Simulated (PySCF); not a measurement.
# H6N3Pb (Pb(NH2)3-): the cost of one run

The runs use PySCF 2.14.0; PBE0, Pb def2-SVP with ECP60, N def2-SVP, H def2-SVP; scalar-relativistic core potentials, no spin–orbit coupling.

1 further run of the same task is left out (for a known fault of the program).

### 1 Starting geometry

10 atoms, charge -1, spin multiplicity 1.

Bond lengths: Pb1–N2 2.241 Å, Pb1–N5 2.241 Å, Pb1–N8 2.241 Å, N2–H3 1.018 Å, N2–H4 1.018 Å, N5–H6 1.018 Å, N5–H7 1.018 Å, N8–H9 1.018 Å, N8–H10 1.018 Å. Angles: N2–Pb1–N5 120.0°, N2–Pb1–N8 120.0°, N5–Pb1–N8 120.0°, Pb1–N2–H3 125.4°, Pb1–N2–H4 125.4°, H3–N2–H4 109.2°, Pb1–N5–H6 125.4°, Pb1–N5–H7 125.4°, H6–N5–H7 109.2°, Pb1–N8–H9 125.4°, Pb1–N8–H10 125.4°, H9–N8–H10 109.2°.

As a file:

```xyz
10
charge -1, multiplicity 1
Pb    0.0000    0.0000    0.0000
N     2.2410    0.0000    0.0000
H     2.8310    0.0000    0.8300
H     2.8310    0.0000   -0.8300
N    -1.1205    1.9408    0.0000
H    -1.4155    2.4517    0.8300
H    -1.4155    2.4517   -0.8300
N    -1.1205   -1.9408    0.0000
H    -1.4155   -2.4517    0.8300
H    -1.4155   -2.4517   -0.8300
```

Formal oxidation states: Pb +2.

### 2 SCF at the start, singlet

File run.py (the lines that set the calculation):

```python
mol = gto.M(atom='''
Pb     0.00000     0.00000     0.00000
N      2.24100     0.00000     0.00000
H      2.83100     0.00000     0.83000
H      2.83100     0.00000    -0.83000
N     -1.12050     1.94080     0.00000
H     -1.41550     2.45170     0.83000
H     -1.41550     2.45170    -0.83000
N     -1.12050    -1.94080     0.00000
H     -1.41550    -2.45170     0.83000
H     -1.41550    -2.45170    -0.83000''',
    basis={'Pb': 'def2-SVP', 'N': 'def2-SVP', 'H': 'def2-SVP'},
    ecp={'Pb': 'def2-SVP'},
    charge=-1, spin=0)
mf = dft.RKS(mol, xc='PBE0')
mf.grids.atom_grid = (50, 194)
mf = mf.density_fit()  # fitting sets: Pb def2-universal-JKFIT, N def2-universal-JKFIT, H def2-universal-JKFIT
mf.conv_tol = 1e-08; mf.max_cycle = 55
mf.kernel(dm0)  # dm0: free metal ions and neutral atoms
```

Launch:

```bash
$ OMP_NUM_THREADS=2 python run.py
```

Q: Estimate wall time and peak memory on 2 threads of Arm Neoverse V2, shared host.

About 2.6 s, with a peak of 0.59 GiB.
